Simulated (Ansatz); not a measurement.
# W2: the cost of one run

The runs use Ansatz 0.2.0, Gaussian basis; the settings change from run to run.

5 further runs of the same task are left out: 2 that didn't finish, 3 set aside as unsound or not needed.

## 1. The geometry

The geometry is a PBE0/def2-TZVP stationary point (not a proven minimum) of the parent state, kept for this charge and spin. No spin-orbit coupling is included. Elements past krypton take def2 core potentials.

2 atoms, charge 1, spin multiplicity 2.

Atoms are counted from 1 here; the program's logs count them from 0.

Bond lengths: W1–W2 1.991 Å.

Geometry (Å):

```
atom   x (Å)   y (Å)   z (Å)
  W1  0.0000  0.0000  0.0000
  W2  0.0000  0.0000  1.9912
```

## 2. CCSD(T)/def2-SVP

in.yaml

```yaml
crystal:
  periodic: [false, false, false]
  atoms:
    - {symbol: W, position_ang: [0.000000, 0.000000, 0.000000]}
    - {symbol: W, position_ang: [0.000000, 0.000000, 1.991200]}
basis:
  gaussian: {orbitals: def2-SVP}
total_charge: 1
magnetization: {spin_polarized: false, initial_magnetization: 1}
hamiltonian: {xc: {name: r2SCAN}}
correlation: {method: ccsd_t, electrons: outside_noble_gas, diis_vectors: 12}
accuracy: high
```

Started as:

```bash
$ ansatz run in.yaml --threads 1 --pin off --events-out ev --progress --plain --max-ram 2393MiB
```

Q: Estimate wall time and peak memory on 1 thread of Intel Xeon at 2.50GHz, shared host.

About 88 s, with a peak of 0.53 GiB.
